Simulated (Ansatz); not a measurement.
Molecular dynamics of Al₈Ni₈CO₂

Input:

```yaml
crystal:
  lattice:
    - [5.719423, 0.0, 0.0]
    - [0.0, 5.719423, 0.0]
    - [0.0, 0.0, 17.289567]
  atoms:
    - { symbol: Al, position: [0.25, 0.25, 0.1405388] }
    - { symbol: Ni, position: [0.0, 0.0, 0.0578383], spin: 0.8 }
    - { symbol: Al, position: [0.25, 0.25, 0.3059398] }
    - { symbol: Ni, position: [0.0, 0.0, 0.2232393], spin: 0.8 }
    - { symbol: Al, position: [0.25, 0.75, 0.1405388] }
    - { symbol: Ni, position: [0.0, 0.5, 0.0578383], spin: 0.8 }
    - { symbol: Al, position: [0.25, 0.75, 0.3059398] }
    - { symbol: Ni, position: [0.0, 0.5, 0.2232393], spin: 0.8 }
    - { symbol: Al, position: [0.75, 0.25, 0.1405388] }
    - { symbol: Ni, position: [0.5, 0.0, 0.0578383], spin: 0.8 }
    - { symbol: Al, position: [0.75, 0.25, 0.3059398] }
    - { symbol: Ni, position: [0.5, 0.0, 0.2232393], spin: 0.8 }
    - { symbol: Al, position: [0.75, 0.75, 0.1405388] }
    - { symbol: Ni, position: [0.5, 0.5, 0.0578383], spin: 0.8 }
    - { symbol: Al, position: [0.75, 0.75, 0.3059398] }
    - { symbol: Ni, position: [0.5, 0.5, 0.2232393], spin: 0.8 }
    - { symbol: C, position: [0.8993876, 0.4042021, 0.5760744] }
    - { symbol: O, position: [0.8759299, 0.2009854, 0.5818582] }
    - { symbol: O, position: [0.9228454, 0.6074188, 0.5818582] }
magnetization:
  spin_polarized: true
basis:
  ecutwfc: 420.0
kpoints:
  mp_grid: { grid: [3, 3, 1] }
hamiltonian:
  xc: pbe
  dispersion: d3bj
scf:
  occupations: { method: fermi_dirac, width: 0.15 }
  lower_state_search: "off"
  convergence: { dr2_threshold: 0.1 }
  max_iter: 91
md:
  timestep: 1
  n_steps: 160
  ensemble: nve
  initial_velocities: zero
  seed: 130767
  initial_site_velocities:
    - { site: 16, velocity: [0.0, 0.0, -0.025646] }
    - { site: 17, velocity: [0.0, 0.0, -0.025646] }
    - { site: 18, velocity: [0.0, 0.0, -0.025646] }
  constraints: [{ sites: [1, 5, 9, 13] }]
```

Launched with:

```bash
$ ansatz run input.yaml --threads 4 --pin off --max-ram 10240MiB --backend cpu --events-out ev --progress --plain --runs-dir out
```

It starts from an unrelaxed structure (largest force component 1.32 eV/Å).

Output, in part (warnings, step lines):

```
WARN: the starting moments were not kept: the SCF closed with an absolute magnetisation of 1.0e-4 μB, where they sum to 6.4 μB in size (8 sites). That is at most 0.1 of that sum. Measured as dr2_m measures the in/out step, that magnetisation stands 1.0e-9 eV from none, at or under the dr2_threshold …
md step     0: t =     0.00 fs  T =   773.6 K  F+E_penalty+E_count = -52408.30335427 eV  E_kin = 1.499994 eV  conserved = -52406.80336040 eV  (22 SCF iters)
[... lines left out ...]
```

The steps, from the saved trajectory:

| time (fs) | T (K) | potential energy less start (eV) | conserved less start (meV/atom) |
| --- | --- | --- | --- |
| 0.0 | 774 | 0.000 | 0.00 |
| 5.0 | 801 | -0.054 | -0.01 |
| 10.0 | 857 | -0.162 | -0.02 |
| 15.0 | 908 | -0.261 | -0.02 |
| 20.0 | 935 | -0.314 | -0.02 |
| 25.0 | 950 | -0.343 | -0.02 |
| 30.0 | 962 | -0.365 | -0.02 |
| 35.0 | 962 | -0.366 | -0.02 |
| 40.0 | 941 | -0.325 | -0.03 |
| 45.0 | 894 | -0.234 | -0.02 |
| 50.0 | 853 | -0.155 | -0.01 |
| 55.0 | 838 | -0.125 | -0.01 |
| 60.0 | 849 | -0.147 | -0.01 |
| 65.0 | 882 | -0.210 | -0.02 |
| 70.0 | 900 | -0.245 | -0.02 |
| 75.0 | 904 | -0.253 | -0.02 |
| 80.0 | 889 | -0.225 | -0.03 |
| 85.0 | 843 | -0.135 | -0.02 |
| 90.0 | 782 | -0.016 | -0.03 |
| 95.0 | 692 | 0.157 | -0.03 |
| 100.0 | 588 | 0.359 | -0.02 |
| 105.0 | 496 | 0.538 | -0.03 |
| 110.0 | 426 | 0.674 | -0.01 |
| 115.0 | 430 | 0.666 | 0.01 |
| 120.0 | 575 | 0.385 | -0.01 |
| 125.0 | 805 | -0.063 | -0.11 |
| 130.0 | 864 | -0.177 | -0.15 |
| 135.0 | 718 | 0.107 | -0.03 |
| 140.0 | 750 | 0.045 | -0.08 |
| 145.0 | 793 | -0.040 | -0.19 |
| 150.0 | 786 | -0.024 | -0.02 |
| 155.0 | 996 | -0.435 | -0.20 |
| 160.0 | 929 | -0.303 | -0.12 |

The run went to its last step. The conserved energy stayed within 0.23 meV per atom of its start (net change -0.12 meV per atom), so the integration is sound. A run of 0.16 ps of so small a system gives no equilibrium averages. No Hubbard correction was used and the magnetic state wasn't searched. The SCF threshold is loose, so the forces are noisy. Limits of this set-up: coarse k mesh, thin slab, slab without dipole correction.

Mean squared displacements from the first frame to the last: Al 0.05 Å², Ni 0.00 Å², C 10.88 Å², O 10.48 Å².

Last frame:

```xyz
19
Lattice="5.7194 0.0000 0.0000 0.0000 5.7194 0.0000 0.0000 0.0000 17.2896" Properties=species:S:1:pos:R:3
Al 1.429 1.421 2.165
Ni 0.000 0.000 1.000
Al 1.413 1.445 5.276
Ni 0.053 -0.061 3.848
Al 1.428 4.277 2.161
Ni 0.000 2.860 1.000
Al 1.419 4.261 5.235
Ni 0.032 2.829 3.780
Al 4.295 1.425 2.129
Ni 2.860 0.000 1.000
Al 4.248 1.355 4.985
Ni 2.840 -0.053 3.831
Al 4.296 4.278 2.158
Ni 2.860 2.860 1.000
Al 4.329 4.190 5.287
Ni 2.858 2.865 3.837
C 5.605 2.550 6.703
O 4.587 1.560 6.939
O 5.121 3.887 6.792
```

Run time: 78 min on 4 threads of Intel(R) Xeon(R) Processor @ 2.70GHz, with other jobs on the host, peak memory 2 GiB.
